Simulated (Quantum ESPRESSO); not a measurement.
Set up this calculation in Quantum ESPRESSO 7.5, as the native input.

```yaml
Task: work function
Functional: RPBE
Dispersion: D3(BJ)
Potentials_or_basis: GBRV 1.5 PBE
Cutoff: 544 eV
Density_cutoff: 2721 eV
k_mesh: 11 × 11 × 1
Occupations: cold, width 0.05 eV
Spin: no spin polarisation
Boundary_across_the_vacuum: none
Real-space_augmentation_tqr: yes
Mixing_mode: local-TF
Mixing_beta: 0.3
Most_SCF_iterations: 150
SCF_threshold: 7e-09 Ry
```

The system is Ru, a slab with vacuum.

```
Ru
1.0
     2.70580    0.00000    0.00000
    -1.35290    2.34329    0.00000
     0.00000    0.00000   27.84570
Ru
7
Direct
  0.66667 0.33333 0.26934
  0.33333 0.66667 0.34623
  0.66667 0.33333 0.42311
  0.33333 0.66667 0.50000
  0.66667 0.33333 0.57689
  0.33333 0.66667 0.65377
  0.66667 0.33333 0.73066
```

The slab is cut from a database's or a generator's crystal, which needn't be the stable form of the element.

The input as run:

pw.in

```
&CONTROL
  calculation = 'scf'
  prefix = 'pwscf'
  outdir = './tmp'
  pseudo_dir = './pseudo'
  tprnfor = .true.
  disk_io = 'low'
/
&SYSTEM
  ibrav = 0
  celldm(1) = 8
  nat = 7
  ntyp = 1
  ecutwfc = 40
  ecutrho = 200
  nbnd = 72
  input_dft = 'rpbe'
  occupations = 'smearing'
  smearing = 'mv'
  degauss = 0.00367493
  vdw_corr = 'grimme-d3'
  dftd3_version = 4
/
&ELECTRONS
  conv_thr = 7d-09
  electron_maxstep = 150
  mixing_beta = 0.3
  mixing_mode = 'local-TF'
  tqr = .true.
/
ATOMIC_SPECIES
Ru   101.0700 ru_pbe_v1.2.uspp.F.UPF
CELL_PARAMETERS alat
  0.6391524612372  -0.0000000000000   0.0000000000000
 -0.3195762306105   0.5535222683181   0.0000000000000
  0.0000000000000   0.0000000000000   6.5775933435615
ATOMIC_POSITIONS crystal
Ru     0.6666666667    0.3333333334    0.2693414064
Ru     0.3333333333    0.6666666666    0.3462276043
Ru     0.6666666667    0.3333333334    0.4231138021
Ru     0.3333333333    0.6666666666    0.5000000000
Ru     0.6666666667    0.3333333334    0.5768861979
Ru     0.3333333333    0.6666666666    0.6537723957
Ru     0.6666666667    0.3333333334    0.7306585936
K_POINTS automatic
11 11 1 0 0 0
```

pp_density.in

```
&INPUTPP
  prefix = 'pwscf'
  outdir = './tmp'
  filplot = 'density.dat'
  plot_num = 0
/
&PLOT
  nfile = 1
  filepp(1) = 'density.dat'
  iflag = 3
  output_format = 6
  fileout = 'density.cube'
/
```

pp_potential.in

```
&INPUTPP
  prefix = 'pwscf'
  outdir = './tmp'
  filplot = 'potential.dat'
  plot_num = 11
/
&PLOT
  nfile = 1
  filepp(1) = 'potential.dat'
  iflag = 3
  output_format = 6
  fileout = 'potential.cube'
/
```

Potentials or basis: GBRV 1.5 PBE.

Launch:

```console
$ OMP_NUM_THREADS=1 mpirun -n 2 pw.x -nk 2 -in pw.in > pw.out
$ OMP_NUM_THREADS=1 mpirun -n 1 pp.x -in pp_density.in > pp_density.out
$ OMP_NUM_THREADS=1 mpirun -n 1 pp.x -in pp_potential.in > pp_potential.out
```

It gave:

The largest force is 1.803 eV/Å and the band gap on the k mesh is none (metal or under the smearing width). The work function of the upper face is 4.97 eV and the work function of the lower face is 4.97 eV.

Caveat: the potentials were made for another functional, which shifts forces and pressure; real space augmentation costs some meV and hundredths of eV per Å.

Run time: 3.1 min on 2 MPI ranks on AMD EPYC (Zen 3) (shared host), peak memory 0.42 GiB a rank.
